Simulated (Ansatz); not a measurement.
# SrI3: a trial structure relaxed, part 1 of 2

Where does this trial cell of SrI3 go when cell and atoms are let free?

Method: DFT PBE, scalar-relativistic, plane waves, PAW, in Ansatz 0.2.0.

1 further run of the same task is left out (it didn't finish).

## 1. The starting structure

It takes space group Pm-3m (No. 221, cubic). The conventional cell has a = 5.443 Å, b = 5.443 Å, c = 5.443 Å, α = 90.00°, β = 90.00°, γ = 90.00°. Sr (site symmetry m-3m) is surrounded by 12 I at 3.85 Å. I (site symmetry 4/mmm) is surrounded by 4 Sr at 3.85 Å and 8 I at 3.85 Å.

As a file:

```cif
data_structure
_symmetry_space_group_name_H-M 'P 1'
_symmetry_Int_Tables_number 1
_cell_length_a 5.4432
_cell_length_b 5.4432
_cell_length_c 5.4432
_cell_angle_alpha 90.000
_cell_angle_beta 90.000
_cell_angle_gamma 90.000
_cell_volume 161.27
loop_
_atom_site_label
_atom_site_type_symbol
_atom_site_fract_x
_atom_site_fract_y
_atom_site_fract_z
_atom_site_occupancy
Sr1 Sr 0.00000 0.00000 0.00000 1
I1 I 0.50000 0.50000 0.00000 1
I2 I 0.00000 0.50000 0.50000 1
I3 I 0.50000 0.00000 0.50000 1
```

Recipe of the guess: species swapped into a database cell of SmPb3 (Pm-3m, No. 221), with Sr on the Sm sites and I on the Pb sites. Lengths come from tabulated atomic sizes and are only a guess.

## 2. The guess as it stands, on a coarse mesh

Contents of input.yaml:

```yaml
crystal:
  lattice:
    - [5.4432138, 0.0, 0.0]
    - [0.0, 5.4432138, 0.0]
    - [0.0, 0.0, 5.4432138]
  atoms:
    - { symbol: Sr, position: [0.0, 0.0, 0.0] }
    - { symbol: I, position: [0.5, 0.5, 0.0] }
    - { symbol: I, position: [0.0, 0.5, 0.5] }
    - { symbol: I, position: [0.5, 0.0, 0.5] }
basis:
  ecutwfc: 420
kpoints:
  mp_grid: { grid: [4, 4, 4] }
hamiltonian:
  xc: pbe
scf:
  occupations: { method: gaussian, width: 0.1 }
  lower_state_search: "off"
output:
  forces: true
  stress: true
  eigenvalues: true
```

The run is started by

```
ansatz run input.yaml --threads 1 --pin off --max-ram 2048MiB --backend cpu --events-out ev --progress --plain --runs-dir out
```

Log, shortened:

```text
Warning: RAYON_NUM_THREADS=1 ignored (pool sized by the plan → 1); use --threads N
[...]
Pseudopotentials: kind: paw
Pseudopotential: Sr, paw, valence charge 10, recommended cutoff 420 eV (normal), Sr.paw.azcp
Pseudopotential: I, paw, valence charge 17, recommended cutoff 420 eV (normal), I.paw.azcp
Functional definition: PBE
[...]
Crystal: 4 atoms, lattice volume = 161.275 Å³
Basis set: ecut = 420 eV, 3119 PW (Γ), exchange–correlation on 80×80×80 points (8 copies of the dense FFT grid, shifted against one another)
Bands: 37, of which v1, the nominal top of the filled ones, is band 31 counted from 1 (30 counted from 0)
Symmetry: 48 space group operations
Space group: Pm-3m (ITA 221), of the structure as read, at distance tolerance 5.4e-5 Å
k-points: 10 of 64
[...]
SCF iter   1: F=—  HF=-26086.473146 eV  |F-HF|=—  |Δ(HF+E_count)|=         —  Δρ=1.43e-3  dr2=3.78e-3  ethr=1.77e-3  ⟨swp⟩=12.8  Hψ=1946  notcnv=0
[...]
SCF iter   6: F=-26086.476338 eV  HF=-26086.476338 eV  |F-HF|=2.62e-9  |Δ(HF+E_count)|=   4.51e-7  Δρ=5.75e-6  dr2=6.40e-8  ethr=1.64e-10  ⟨swp⟩=10.1  Hψ=2087  notcnv=0
[...]
SCF converged after 6 iterations
Free energy (F): -26086.476338 eV
[...]
E sigma→0 (E₀):  -26086.458270 eV
Entropy (-TS):   -0.036138 eV (-9.034 meV/atom)
Fermi energy:    6.000747 eV
[...]
--- Forces (eV/Å), atoms counted from 1 ---
  atom   1  Sr    -0.00000000     0.00000000     0.00000000
  atom   2  I      0.00000000    -0.00000000     0.00000000
  atom   3  I      0.00000000     0.00000000     0.00000000
  atom   4  I      0.00000000    -0.00000000     0.00000000
[...]
--- Stress (GPa, compression-positive) ---
       -0.994583      -0.000000       0.000000
        0.000000      -0.994583       0.000000
        0.000000       0.000000      -0.994583
  P = ⅓ Tr σ = -0.9946 GPa (-9.946 kbar)
--- Band table (eV; the first three rows and the last of 10) ---
[...]
```

Wall time 4.4 s (1 thread of Arm Neoverse V1, shared host); peak memory 0.38 GiB.

From the probe: pressure -1.0 GPa, largest force 0.00 eV/Å, gap on this mesh none (metal). The relaxation goes to the converged mesh at once.

## 3. Relaxation on the finer mesh

Edit input.yaml of step 2 so:

```diff
@@ -13,3 +13,3 @@
 kpoints:
-  mp_grid: { grid: [4, 4, 4] }
+  mp_grid: { grid: [8, 8, 8] }
 hamiltonian:
@@ -18,3 +18,2 @@
   occupations: { method: gaussian, width: 0.1 }
-  lower_state_search: "off"
 output:
@@ -23 +22,10 @@
   eigenvalues: true
+  write_density: true
+  write_potential: true
+  elf: true
+  volumetric_format: npy
+relax:
+  adjacent_minimum: "off"
+  f_tol: 0.01
+  max_steps: 80
+  cell: { stress_tol: 0.05 }
```

The run is started by

```
ansatz run input.yaml --threads 1 --pin off --max-ram 2048MiB --backend cpu --events-out ev --progress --plain --runs-dir out
```

Log:

```text
Warning: RAYON_NUM_THREADS=1 ignored (pool sized by the plan → 1); use --threads N
Engine: ansatz 0.2.0, aarch64-unknown-linux-gnu
[... 4 set-up lines as earlier in the session ...]
  parameter kappa = 0.804
  parameter beta = 0.06672455060314922
  exchange = pbe_x(kappa = kappa, mu = beta*pi^2/3)
  correlation = pbe_c(beta = beta)
Crystal: 4 atoms, lattice volume = 161.275 Å³
Basis set: ecut = 420 eV, 3119 PW (Γ), exchange–correlation on 80×80×80 points (8 copies of the dense FFT grid, shifted against one another)
Bands: 37, of which v1, the nominal top of the filled ones, is band 31 counted from 1 (30 counted from 0)
[... 2 set-up lines as earlier in the session ...]
k-points: 35 of 512
Non-local potential: Sr, projectors of the file, l = 0: 3, l = 1: 2, l = 2: 2
Non-local potential: I, projectors of the file, l = 0: 2, l = 1: 2, l = 2: 2, l = 3: 2
PAW form: soft (Blöchl's): semilocal exchange-correlation on the pseudo side does not see the compensation charge
PAW one-centre angular grid: Sr, 110 points (default); XC on 64 Gauss nodes
PAW one-centre angular grid: I, 590 points (default); XC on 64 Gauss nodes
Initial density: superposition of atomic densities (neutral atoms: chi_scale 0, normalization atom), corrected by the library's trained network
Initial wavefunctions: pseudopotential atomic-orbital guess
Functional: x = pbe(κ = 0.804, μ = 0.2195149727645171), c = pbe(β = 0.06672455060314922)
SCF iter   1: F=—  HF=-26086.469126 eV  |F-HF|=—  |Δ(HF+E_count)|=         —  Δρ=2.16e-3  dr2=9.20e-3  ethr=1.77e-3  ⟨swp⟩=12.3  Hψ=6811  notcnv=0
preconditioner: auto → LDOS  [metal: Δε(μ)=0.019 eV  Ē_g=8.007 eV  σ=0.100 eV  W_gap=0.11  n_scr=32 (ndim 8)  ℏωp=14.0 eV  f_vac=0.014  D(μ)=6.80/eV (n_scr^D=56)  β→1.0]
SCF iter   2: F=—  HF=-26086.469633 eV  |F-HF|=—  |Δ(HF+E_count)|=   5.07e-4  Δρ=8.94e-4  dr2=1.83e-3  ethr=1.51e-5  ⟨swp⟩=2.5  Hψ=2260  notcnv=0  defer=12
SCF iter   3: F=—  HF=-26086.469263 eV  |F-HF|=—  |Δ(HF+E_count)|=   3.70e-4  Δρ=2.06e-4  dr2=8.43e-5  ethr=3.00e-6  ⟨swp⟩=2.0  Hψ=1744  notcnv=0  defer=14
SCF iter   4: F=—  HF=-26086.469298 eV  |F-HF|=—  |Δ(HF+E_count)|=   3.50e-5  Δρ=7.68e-5  dr2=9.34e-6  ethr=1.38e-7  ⟨swp⟩=2.0  Hψ=2304  notcnv=0  defer=14
SCF iter   5: F=—  HF=-26086.469295 eV  |F-HF|=—  |Δ(HF+E_count)|=   3.24e-6  Δρ=1.61e-5  dr2=3.31e-7  ethr=1.53e-8  ⟨swp⟩=2.0  Hψ=2313  notcnv=0  defer=14
SCF iter   6: F=-26086.469295 eV  HF=-26086.469295 eV  |F-HF|=2.05e-8  |Δ(HF+E_count)|=   6.43e-7  Δρ=3.99e-6  dr2=3.73e-8  ethr=1.64e-10  ⟨swp⟩=16.3  Hψ=11254  notcnv=0
SCF 1 converged in 6 iterations: F = -26086.469295 eV  dr2 = 3.73e-8
relax step   1: F+E_penalty+E_count = -26086.46929528 eV  Δ(F+E_penalty+E_count) = +0.000e0 eV  max|allowed force component| = 2.955e-29 eV/Å  Δτ_max = 0.0000 Å  P = -0.948 GPa  Ω = 161.275 Å³  (6 SCF iters, dr2 threshold 1.00e-7 eV, accepted)
Crystal: 4 atoms, lattice volume = 156.837 Å³
Basis set: ecut = 420 eV, 3071 PW (Γ), exchange–correlation on 80×80×80 points (8 copies of the dense FFT grid, shifted against one another)
Initial density: handed on by an earlier stage of this run
Initial wavefunctions: those handed on with the density
iter 1 solved again at ethr=1.04e-5 eV; its pass at ethr=3.10e-3 eV (dr2=6.37e-3 eV) is discarded
SCF iter   1: F=—  HF=-26086.491488 eV  |F-HF|=—  |Δ(HF+E_count)|=         —  Δρ=9.07e-4  dr2=6.38e-3  ethr=1.04e-5  ⟨swp⟩=2.0  Hψ=6411  notcnv=0
preconditioner: auto → Kerker (q_TF=auto, 2.331 Å⁻¹)  [metal: Δε(μ)=0.029 eV  Ē_g=8.047 eV  σ=0.100 eV  W_gap=0.16  n_scr=32 (ndim 8)  ℏωp=14.2 eV  f_vac=0.007  D(μ)=6.69/eV (n_scr^D=56)]
SCF iter   2: F=—  HF=-26086.490346 eV  |F-HF|=—  |Δ(HF+E_count)|=   1.14e-3  Δρ=6.66e-4  dr2=3.79e-3  ethr=1.04e-5  ⟨swp⟩=1.0  Hψ=1295  notcnv=0
SCF iter   3: F=—  HF=-26086.488936 eV  |F-HF|=—  |Δ(HF+E_count)|=   1.41e-3  Δρ=2.70e-4  dr2=5.62e-4  ethr=6.21e-6  ⟨swp⟩=2.0  Hψ=1493  notcnv=0
SCF iter   4: F=—  HF=-26086.488752 eV  |F-HF|=—  |Δ(HF+E_count)|=   1.83e-4  Δρ=8.88e-5  dr2=2.81e-5  ethr=9.22e-7  ⟨swp⟩=2.0  Hψ=1811  notcnv=0
SCF iter   5: F=—  HF=-26086.488779 eV  |F-HF|=—  |Δ(HF+E_count)|=   2.66e-5  Δρ=2.95e-5  dr2=3.01e-6  ethr=4.61e-8  ⟨swp⟩=2.1  Hψ=1830  notcnv=0
SCF iter   6: F=—  HF=-26086.488781 eV  |F-HF|=—  |Δ(HF+E_count)|=   1.85e-6  Δρ=1.22e-5  dr2=5.98e-7  ethr=4.94e-9  ⟨swp⟩=2.6  Hψ=2082  notcnv=0
SCF iter   7: F=-26086.488781 eV  HF=-26086.488781 eV  |F-HF|=2.14e-8  |Δ(HF+E_count)|=   4.97e-7  Δρ=4.31e-6  dr2=6.18e-8  ethr=6.56e-10  ⟨swp⟩=14.1  Hψ=10566  notcnv=0
SCF 2 converged in 7 iterations: F = -26086.488781 eV  dr2 = 6.18e-8
relax step   2: F+E_penalty+E_count = -26086.48878134 eV  Δ(F+E_penalty+E_count) = -1.949e-2 eV  max|allowed force component| = 6.534e-29 eV/Å  Δτ_max = 0.0000 Å  P = -0.419 GPa  Ω = 156.837 Å³  energy of the carried Pulay correction = +3.539e-4 eV  (7 SCF iters, dr2 threshold 4.00e-7 eV, accepted)
Crystal: 4 atoms, lattice volume = 153.501 Å³
Basis set: ecut = 420 eV, 2969 PW (Γ), exchange–correlation on 80×80×80 points (8 copies of the dense FFT grid, shifted against one another)
iter 1 solved again at ethr=6.24e-6 eV; its pass at ethr=3.10e-3 eV (dr2=3.81e-3 eV) is discarded
SCF iter   1: F=—  HF=-26086.494677 eV  |F-HF|=—  |Δ(HF+E_count)|=         —  Δρ=7.09e-4  dr2=3.82e-3  ethr=6.24e-6  ⟨swp⟩=2.0  Hψ=6422  notcnv=0
preconditioner: auto → Kerker (q_TF=auto, 2.339 Å⁻¹)  [metal: Δε(μ)=0.034 eV  Ē_g=8.147 eV  σ=0.100 eV  W_gap=0.19  n_scr=26 (ndim 8)  ℏωp=14.4 eV  f_vac=0.007  D(μ)=6.51/eV (n_scr^D=56)]
SCF iter   2: F=—  HF=-26086.493995 eV  |F-HF|=—  |Δ(HF+E_count)|=   6.82e-4  Δρ=5.23e-4  dr2=2.27e-3  ethr=6.24e-6  ⟨swp⟩=1.0  Hψ=1295  notcnv=0
SCF iter   3: F=—  HF=-26086.493153 eV  |F-HF|=—  |Δ(HF+E_count)|=   8.42e-4  Δρ=2.12e-4  dr2=3.41e-4  ethr=3.73e-6  ⟨swp⟩=2.0  Hψ=1490  notcnv=0
SCF iter   4: F=—  HF=-26086.493066 eV  |F-HF|=—  |Δ(HF+E_count)|=   8.79e-5  Δρ=6.85e-5  dr2=1.60e-5  ethr=5.59e-7  ⟨swp⟩=2.0  Hψ=1807  notcnv=0
SCF iter   5: F=—  HF=-26086.493068 eV  |F-HF|=—  |Δ(HF+E_count)|=   1.94e-6  Δρ=2.22e-5  dr2=1.66e-6  ethr=2.63e-8  ⟨swp⟩=2.0  Hψ=1809  notcnv=0
SCF iter   6: F=-26086.493069 eV  HF=-26086.493069 eV  |F-HF|=1.84e-7  |Δ(HF+E_count)|=   1.02e-6  Δρ=9.14e-6  dr2=3.24e-7  ethr=6.56e-10  ⟨swp⟩=15.1  Hψ=10959  notcnv=0
SCF 3 converged in 6 iterations: F = -26086.493069 eV  dr2 = 3.24e-7
relax step   3: F+E_penalty+E_count = -26086.49306874 eV  Δ(F+E_penalty+E_count) = -4.287e-3 eV  max|allowed force component| = 7.494e-30 eV/Å  Δτ_max = 0.0000 Å  P = +0.043 GPa  Ω = 153.501 Å³  energy of the carried Pulay correction = +6.266e-4 eV  (6 SCF iters, dr2 threshold 4.00e-7 eV, accepted)
Basis set: ecut = 420 eV, 2969 PW (Γ), exchange–correlation on 72×72×72 points (8 copies of the dense FFT grid, shifted against one another)
Initial wavefunctions: pseudopotential atomic-orbital guess (no wavefunctions were taken with the density)
iter 1 solved again at ethr=4.39e-7 eV; its pass at ethr=3.10e-3 eV (dr2=2.68e-4 eV) is discarded
SCF iter   1: F=—  HF=-26086.492446 eV  |F-HF|=—  |Δ(HF+E_count)|=         —  Δρ=2.98e-5  dr2=5.10e-7  ethr=4.39e-7  ⟨swp⟩=4.0  Hψ=10311  notcnv=0
preconditioner: auto → Kerker (q_TF=auto, 2.339 Å⁻¹)  [metal: Δε(μ)=0.035 eV  Ē_g=8.205 eV  σ=0.100 eV  W_gap=0.20  n_scr=26 (ndim 8)  ℏωp=14.4 eV  f_vac=0.008  D(μ)=6.63/eV (n_scr^D=56)]
SCF iter   2: F=—  HF=-26086.492397 eV  |F-HF|=—  |Δ(HF+E_count)|=   4.94e-5  Δρ=1.66e-5  dr2=2.57e-7  ethr=8.35e-10  ⟨swp⟩=2.9  Hψ=2688  notcnv=0
SCF iter   3: F=—  HF=-26086.492397 eV  |F-HF|=—  |Δ(HF+E_count)|=   1.94e-7  Δρ=4.32e-6  dr2=6.98e-8  ethr=4.21e-10  ⟨swp⟩=2.0  Hψ=2357  notcnv=0
SCF iter   4: F=—  HF=-26086.492397 eV  |F-HF|=—  |Δ(HF+E_count)|=   5.19e-8  Δρ=2.39e-6  dr2=1.22e-8  ethr=1.14e-10  ⟨swp⟩=3.5  Hψ=2474  notcnv=0
SCF iter   5: F=—  HF=-26086.492397 eV  |F-HF|=—  |Δ(HF+E_count)|=  8.19e-10  Δρ=7.15e-7  dr2=2.12e-9  ethr=2.00e-11  ⟨swp⟩=2.0  Hψ=2365  notcnv=0
SCF iter   6: F=—  HF=-26086.492397 eV  |F-HF|=—  |Δ(HF+E_count)|=  2.84e-10  Δρ=3.00e-7  dr2=4.41e-10  ethr=3.48e-12  ⟨swp⟩=3.0  Hψ=2443  notcnv=0
SCF iter   7: F=-26086.492397 eV  HF=-26086.492397 eV  |F-HF|=0.00e0  |Δ(HF+E_count)|=  1.93e-10  Δρ=7.56e-8  dr2=2.27e-11  ethr=1.00e-12  ⟨swp⟩=7.3  Hψ=7765  notcnv=0
SCF 4 converged in 7 iterations: F = -26086.492397 eV  dr2 = 2.27e-11
relax step   4: F+E_penalty+E_count = -26086.49239675 eV  Δ(F+E_penalty+E_count) = +6.720e-4 eV  max|allowed force component| = 6.574e-30 eV/Å  Δτ_max = 0.0000 Å  P = +0.044 GPa  Ω = 153.501 Å³  stress off target by 4.36e-2 GPa  SCF on the basis re-selected at this cell (its energy is not comparable with the rows above)  (7 SCF iters)
basis re-selected at this cell: Δ(F+E_penalty+E_count) = +6.720e-4 eV, ΔP = +0.001 GPa vs the last step (what re-selecting the basis moved, of the pressure what is left beyond the Pulay correction that the steps carried, after the strain that the cell walked since its last selection, with what the two solves' SCF thresholds leave and, on support functions, any second-order correction that the steps lacked; it is no measure of the basis error at this ecutwfc). The dense FFT grid was sized anew with the basis: this SCF ran on 36×36×36 points, the steps before it on 40×40×40, so part of this shift can come from that change (see relax.cell in the input reference). This SCF's stress stands 4.36e-2 GPa from its target on what of the cell is left free (relax.cell.stress_tol is 5.00e-2 GPa) and its largest allowed force component is 6.57e-30 eV/Å (relax.f_tol is 1.00e-2 eV/Å): within both
SCF converged after 7 iterations
Free energy (F): -26086.492397 eV
Harris-Foulkes:  -26086.492397 eV  (|F-HF|=0.00e0)
Internal energy: -26086.459233 eV  (E = F + TS)
E sigma→0 (E₀):  -26086.475815 eV
Entropy (-TS):   -0.033164 eV (-8.291 meV/atom)
Fermi energy:    6.617881 eV
--- Per-component energies (eV) ---
  E_band       = -1206.736763
  E_kinetic    = 808.488664
  E_local      = -6446.772429  (includes V_loc(G=0)·N_el)
  E_nonlocal   = -72.273435
  E_hartree    = 3168.840384
  E_xc         = -556.538227
  E_vxc        = -546.496279  (∫ρ·V_xc dr)
  E_paw        = -17141.636304  (= ΣΔE_a)
  E_vpaw       = -1287.364218  (= ΣTr[D̂ρ^β])
  E_aug_tail   = -0.000017  (compensation charges beyond the density's cutoff)
  E_ewald      = -5846.567869
  E_smearing   = -0.033164  (= −TS)
  E_closure    = 0.000000  (closes the sum)
  Σ components = -26086.492397   (vs F -26086.492397, Δ=0.00e0)
--- Forces (eV/Å), atoms counted from 1 ---
  atom   1  Sr    -0.00000000    -0.00000000    -0.00000000
  atom   2  I      0.00000000    -0.00000000     0.00000000
  atom   3  I     -0.00000000     0.00000000    -0.00000000
  atom   4  I      0.00000000    -0.00000000    -0.00000000
  max |Σ_I F_I| component: 9.07e-30 eV/Å
--- Stress (GPa, compression-positive) ---
        0.043648       0.000000       0.000000
        0.000000       0.043648      -0.000000
        0.000000      -0.000000       0.043648
  P = ⅓ Tr σ = 0.0436 GPa (0.436 kbar)
--- Band table (eV; the first three rows and the last of 35) ---
  k-point 0: bands = ["-37.6419", "-37.6399", "-37.6399", "-37.6323", "-37.6323", "-37.6323", "-37.6276", "-37.6276", "-37.6276", "-37.6016", "-37.6016", "-37.6016", "-37.6005", "-37.6005", "-37.5981", "-29.4959", "-11.4108", "-11.4108", "-11.4108", "-6.0141", "-4.7175", "-4.7175", "3.3265", "3.3265", "3.3265", "5.3143", "5.3143", "5.3143", "6.6699", "6.6699", "6.6699", "8.4061", "9.1836", "9.1836", "9.8577", "9.8577", "9.8577"]
  k-point 1: bands = ["-37.6419", "-37.6400", "-37.6399", "-37.6323", "-37.6321", "-37.6321", "-37.6277", "-37.6277", "-37.6276", "-37.6016", "-37.6016", "-37.6016", "-37.6005", "-37.6004", "-37.5982", "-29.4959", "-11.4130", "-11.4106", "-11.4106", "-5.9735", "-4.7684", "-4.7138", "3.3704", "3.3704", "3.3786", "5.1903", "5.2369", "5.2369", "6.3943", "6.5912", "6.5912", "8.6795", "9.3086", "9.4449", "9.8894", "10.0595", "10.0595"]
  k-point 2: bands = ["-37.6417", "-37.6402", "-37.6399", "-37.6323", "-37.6316", "-37.6316", "-37.6283", "-37.6283", "-37.6276", "-37.6016", "-37.6016", "-37.6016", "-37.6005", "-37.6002", "-37.5984", "-29.4958", "-11.4182", "-11.4101", "-11.4101", "-5.8587", "-4.9078", "-4.7049", "3.4925", "3.4925", "3.5337", "4.9317", "5.0349", "5.0349", "5.8354", "6.4256", "6.4256", "9.3065", "9.6430", "9.9714", "10.0719", "10.5838", "10.5838"]
  k-point 34: bands = ["-37.6407", "-37.6407", "-37.6407", "-37.6302", "-37.6302", "-37.6302", "-37.6297", "-37.6297", "-37.6297", "-37.6024", "-37.6013", "-37.6013", "-37.5996", "-37.5996", "-37.5996", "-29.4954", "-11.4180", "-11.4180", "-11.4180", "-5.1422", "-5.1422", "-5.1422", "2.5774", "3.1228", "3.1228", "3.1228", "6.5979", "6.5979", "6.5979", "6.8446", "6.8446", "8.4867", "10.3217", "10.3217", "10.3217", "10.9321", "10.9321"]
--- Relaxed structure (3 steps of the walk, 3 accepted, 1 SCFs on fresh bases) ---
  F+E_penalty+E_count = -26086.49239675 eV   max|allowed force component| = 6.574e-30 eV/Å   (the final SCF, on the basis selected at the relaxed cell)
  cell:  # Å, volume = 153.5007 Å³
    - [5.354309211804269, 9.950638046000717e-34, 0.0]
    - [9.950638046000717e-34, 5.354309211804269, -5.7777898331617076e-34]
    - [0.0, -5.7777898331617076e-34, 5.354309211804269]
  atoms:
    - { symbol: Sr, position: [-2.3956712236816292e-35, 2.76423602689349e-37, 2.0962123207560308e-36] }
    - { symbol: I, position: [0.5, 0.5, -1.2208709120846726e-36] }
    - { symbol: I, position: [2.3219582629571894e-35, 0.5, 0.5] }
    - { symbol: I, position: [0.5, -1.750682817720845e-36, 0.5] }
```

It took 68 s on 1 thread of Arm Neoverse V1, shared host; peak memory 0.48 GiB.

Relaxation path:

| step | E - E(step 1) (eV/cell) | largest force component (eV/Å) | pressure (GPa) | volume (Å³) |
| --- | --- | --- | --- | --- |
| 1 | 0.0000 | 0.0000 | -0.95 | 161.27 |
| 2 | -0.0195 | 0.0000 | -0.42 | 156.84 |
| 3 | -0.0238 | 0.0000 | 0.04 | 153.50 |
| 4 | -0.0231 | 0.0000 | 0.04 | 153.50 |

Step 1 is the start. Step 4 repeats the geometry before it on a plane-wave basis chosen anew for that cell, so its energy need not be comparable with the rows above.

|  | before | after | change |
| --- | --- | --- | --- |
| a (Å) | 5.443 | 5.354 | -1.6 % |
| b (Å) | 5.443 | 5.354 | -1.6 % |
| c (Å) | 5.443 | 5.354 | -1.6 % |
| volume (Å³/atom) | 40.32 | 38.38 | -4.8 % |
| shortest distance (Å) | 3.849 | 3.786 | -1.6 % |
| space group (0.01 Å) | Pm-3m | Pm-3m | same |

The run keeps the 48 symmetry operations of the start, so it could not have lowered the symmetry.

Density in a lattice plane of the grid's cell (edges 5.35 and 5.35 Å, at 0.000 of the third edge), which holds Sr and I.

Ten even steps from '0' (0.00 e/Å³) to '9' (17.97 e/Å³):
```
111000000000000000000011
111000000000000000000011
000000000000000000000000
000000000000000000000000
000000000000000000000000
000000000000000000000000
000000000000000000000000
000000000012321000000000
000000000136863100000000
000000000148984100000000
000000000136863100000000
000000000012321000000000
000000000000000000000000
000000000000000000000000
000000000000000000000000
000000000000000000000000
000000000000000000000000
111000000000000000000011
111000000000000000000011
011100000000000000000111
```
Columns run along the first of these edges and rows up along the second, over one cell in 24 and 20 even steps from the bottom left corner. Atoms in the plane (fractional): Sr at (1.00, 0.00), I at (0.50, 0.50).

ELF in the same plane.

Values, 12 rows by 12 columns:
```
0.63 0.84 0.74 0.10 0.02 0.05 0.05 0.05 0.02 0.10 0.74 0.84
0.83 0.74 0.28 0.04 0.19 0.35 0.38 0.35 0.19 0.04 0.28 0.74
0.19 0.10 0.04 0.28 0.67 0.74 0.75 0.74 0.67 0.28 0.04 0.10
0.01 0.02 0.19 0.67 0.79 0.68 0.66 0.68 0.79 0.67 0.19 0.02
0.02 0.05 0.35 0.74 0.68 0.49 0.31 0.49 0.68 0.74 0.35 0.05
0.01 0.05 0.38 0.75 0.66 0.31 0.46 0.31 0.66 0.75 0.38 0.05
0.02 0.05 0.35 0.74 0.68 0.49 0.31 0.49 0.68 0.74 0.35 0.05
0.01 0.02 0.19 0.67 0.79 0.68 0.66 0.68 0.79 0.67 0.19 0.02
0.19 0.10 0.04 0.28 0.67 0.74 0.75 0.74 0.67 0.28 0.04 0.10
0.83 0.74 0.28 0.04 0.19 0.35 0.38 0.35 0.19 0.04 0.28 0.74
0.63 0.84 0.74 0.10 0.02 0.05 0.05 0.05 0.02 0.10 0.74 0.84
0.00 0.63 0.83 0.19 0.01 0.02 0.01 0.02 0.01 0.19 0.83 0.63
```
Columns run along the first of these edges and rows up along the second, over one cell in 12 and 12 even steps from the bottom left corner. Atoms in the plane (fractional): Sr at (1.00, 0.00), I at (0.50, 0.50).

Both are smooth fields of the valence electrons: close to the nuclei they are not physical.

The highest ELF values outside the cores: 0.79 beside I, off the lines to its neighbours, 1.4 Å from I.

(Continued in part 2 of 2.)
